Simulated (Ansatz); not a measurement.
# Si₄: taking an electron away

One table from this session's results is given with a row withheld; the runs are named, their logs left out.

The runs use Ansatz 0.2.0, Gaussian basis; unrestricted cation, the program's frozen cores in correlated methods.

The runs, in order: UKS PBE-D4/def2-TZVPP; UKS r2SCAN-D4/def2-TZVPP; UKS PBE0-D4/def2-TZVPP; UKS B3LYP-D4/def2-TZVPP; UKS wB97X-V/def2-TZVPP; UKS wB97M-V/def2-TZVPP; UKS B2PLYP/def2-TZVPP; UHF-CCSD(T)/def2-TZVPP; UHF-MP2/def2-QZVPP; extrapolation to the limit; then −ε(HOMO) from the neutral's earlier runs with LDA (SPW92), PBE-D4, revPBE-D4, BLYP-D4, r2SCAN-D4, B97M-V, PBE0-D4, B3LYP-D4, r2SCANh-D4, r2SCAN0-D4, HSE06-D4, BHLYP-D4, CAM-B3LYP-D4, LC-ωPBE, ωB97X-V, ωB97M-V.

## The geometry

An earlier PBE0-D4 in a triple-zeta def2 set relaxation fixed the geometry.

4 atoms, charge 0, spin multiplicity 1.

Atoms are counted from 1 here; the program's logs count them from 0.

Bond lengths: Si1–Si2 2.306 Å, Si1–Si4 2.306 Å, Si2–Si3 2.306 Å, Si3–Si4 2.306 Å. Angles: Si2–Si1–Si4 62.5°, Si1–Si2–Si3 117.5°, Si2–Si3–Si4 62.5°, Si1–Si4–Si3 117.5°.

Geometry (Å):

```tsv
atom	x (Å)	y (Å)	z (Å)
Si1	1.0675	-0.5019	1.5796
Si2	-0.8603	0.4222	0.7155
Si3	-1.0661	0.5047	-1.5796
Si4	0.8589	-0.4250	-0.7155
```

Set-up of the first run:

Contents of in.yaml:

```yaml
crystal:
  periodic: [false, false, false]
  atoms:
    - {symbol: Si, position_ang: [1.067466, -0.501881, 1.579597]}
    - {symbol: Si, position_ang: [-0.860313, 0.422166, 0.715518]}
    - {symbol: Si, position_ang: [-1.066093, 0.504722, -1.579622]}
    - {symbol: Si, position_ang: [0.858939, -0.424998, -0.715494]}
basis:
  gaussian: {orbitals: def2-TZVPP}
total_charge: 1
magnetization: {spin_polarized: true, initial_magnetization: 1}
hamiltonian: {xc: pbe, dispersion: d4}
```

Command:

```
$ ansatz run in.yaml --threads 4 --pin off --events-out ev --progress --plain --max-ram 10444MiB
```

Among the steps run: Cation, UKS PBE-D4/def2-TZVPP; Cation, UKS r2SCAN-D4/def2-TZVPP; Cation, UKS PBE0-D4/def2-TZVPP; Cation, UKS B3LYP-D4/def2-TZVPP; Cation, UKS wB97X-V/def2-TZVPP; Cation, UKS wB97M-V/def2-TZVPP; Cation, UKS B2PLYP (frozen core)/def2-TZVPP; Cation, UHF-CCSD(T)/def2-TZVPP; Cation, UHF-MP2/def2-QZVPP.

One table of the session follows, with a row left open; its other results are not shown here.

It belongs to the step «Ionisation energies side by side». Orbital estimates, from the neutral's runs:

```
  functional  −ε(HOMO) (eV)
 LDA (SPW92)           5.55
      PBE-D4           5.46
   revPBE-D4           5.43
     BLYP-D4           5.25
   r2SCAN-D4           5.64
      B97M-V           5.69
     PBE0-D4           6.37
    B3LYP-D4           6.15
  r2SCANh-D4           5.97
  r2SCAN0-D4           6.47
    HSE06-D4           6.00
    BHLYP-D4              ?
CAM-B3LYP-D4           7.45
     LC-ωPBE           8.73
     ωB97X-V           8.40
     ωB97M-V           8.13
```

Q: Estimate the row for BHLYP-D4 from the others.

Worked estimate for «−ε(HOMO) (eV)». Against the share of exact exchange, BLYP-D4 (0, 5.25), B3LYP-D4 (0.2, 6.15) give a slope of 4.50 per unit share; at 0.5 the line stands at 7.50.

The run gave: −ε(HOMO) (eV): 7.12. In «−ε(HOMO) (eV)» the line misses by +0.38.

Caveats from the session: The cation may have settled in a state other than its lowest; no search over hole states beyond the program's own was made.
